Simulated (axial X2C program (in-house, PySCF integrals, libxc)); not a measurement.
# LuSe⁻: properties at the nuclei

Aim: properties at the nuclei of LuSe⁻, with spin–orbit coupling in the Hamiltonian from the start.

Computed with an in-house X2C program for linear molecules on PySCF integrals. Level: two-component X2C with atomic mean-field terms, Lu dyall-cv3z, Se dyall-acv3z.

All values are calculated.

## (1) Input

task.json reads:

```json
{"zs": [71, 34], "q": -1, "bas": ["dyall-cv3z", "dyall-acv3z"], "r0": 2.38, "levels": ["PBE0", "HF", "PBE", "BHandHLYP", "TPSSh"], "nst": 2}
```

Keys: zs atomic numbers; q charge; bas basis sets; r0 starting distance in Å; levels methods (HF also brings MP2); nst determinants followed.

Launch:

```bash
$ python soeom.py task.json out
```

After this run come: Expectation values, lowest determinant; Expectation values, a higher determinant.

Before running it: what results should come out? Wanted: lowest determinant; qzz Lu; qzz Se; higher determinant; Eeff magnitude; Ws magnitude Lu; A∥/gI Lu (for each run or level that gives them).

As calculated:

```
                                        quantity                                           value
                              lowest determinant                            Ω = 0 (closed shell)
                             qzz Lu (a.u.), PBE0                                           -5.92
                             qzz Se (a.u.), PBE0                                           -1.56
                              higher determinant  Ω = 2 (excess of +ω over −ω: ω = 1/2, ω = 3/2)
Eeff magnitude (GV/cm), PBE0, higher determinant                                            29.4
 Ws magnitude Lu (kHz), PBE0, higher determinant                                            13.3
        A∥/gI Lu (MHz), PBE0, higher determinant                                            1410
         qzz Lu (a.u.), PBE0, higher determinant                                           -3.41
```

The expectation values come from single determinants, which for open shells can mix terms of unlike spin or miss the lowest Ω, so a determinant need not be a state. Eeff is the effective electric field on the electron dipole moment in this Ω state and Ws the scalar–pseudoscalar constant (defined with the proton number Z and per Ω); A∥ is the parallel hyperfine constant, which follows by multiplying with the nuclear g factor gI = μI/(I μN); qzz is the electric field gradient, eQq0 = 234.96 MHz × Q/barn × qzz. The operators were transformed with the bare-nucleus X2C matrices.
